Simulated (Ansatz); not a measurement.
# CsMgF3: the cost of one run

Program: Ansatz 0.2.0. Level of theory: DFT PBEsol, scalar-relativistic, plane waves, PAW. These are calculated values, not measurements.

### Step 1. The system as given

Symmetry: Pm-3m, No. 221, cubic system. Conventional cell: a = 4.252 Å, b = 4.252 Å, c = 4.252 Å, α = 90.00°, β = 90.00°, γ = 90.00°. Cs (site symmetry m-3m) is surrounded by 12 F at 3.01 Å. Mg (site symmetry m-3m) has 6 F at 2.13 Å as nearest neighbours. F (site symmetry 4/mmm) is surrounded by 2 Mg at 2.13 Å and 4 Cs at 3.01 Å.

Coordinates:

```
Cs Mg F
1.0
     4.25231    0.00000    0.00000
     0.00000    4.25231    0.00000
     0.00000    0.00000    4.25231
Cs Mg F
1 1 3
Direct
  0.00000 0.00000 0.00000
  0.50000 0.50000 0.50000
  0.00000 0.50000 0.50000
  0.50000 0.00000 0.50000
  0.50000 0.50000 0.00000
```

The structure comes from the Materials Project (structure only).

(A quick probe on a coarse mesh, which set the mesh and smearing, is not shown.)

### Step 3. Relaxing cell and atoms

File input.yaml:

```yaml
crystal:
  lattice:
    - [4.252307, 0.0, 0.0]
    - [0.0, 4.252307, 0.0]
    - [0.0, 0.0, 4.252307]
  atoms:
    - { symbol: Cs, position: [0.0, 0.0, 0.0] }
    - { symbol: Mg, position: [0.5, 0.5, 0.5] }
    - { symbol: F, position: [0.0, 0.5, 0.5] }
    - { symbol: F, position: [0.5, 0.0, 0.5] }
    - { symbol: F, position: [0.5, 0.5, 0.0] }
basis:
  ecutwfc: 420
kpoints:
  mp_grid: { grid: [6, 6, 6] }
hamiltonian:
  xc: pbesol
scf:
  occupations: { method: gaussian, width: 0.02 }
output:
  forces: true
  stress: true
  eigenvalues: true
relax:
  adjacent_minimum: "off"
  f_tol: 0.005
  max_steps: 80
  cell: { stress_tol: 0.05 }
```

Command:

```console
ansatz run input.yaml --threads 1 --pin off --max-ram 2560MiB --backend cpu --events-out ev --progress --plain --runs-dir out
```

What time and memory should one allow on 1 thread of Arm Neoverse V1, shared host?

About 17 s, with a peak of 0.35 GiB.
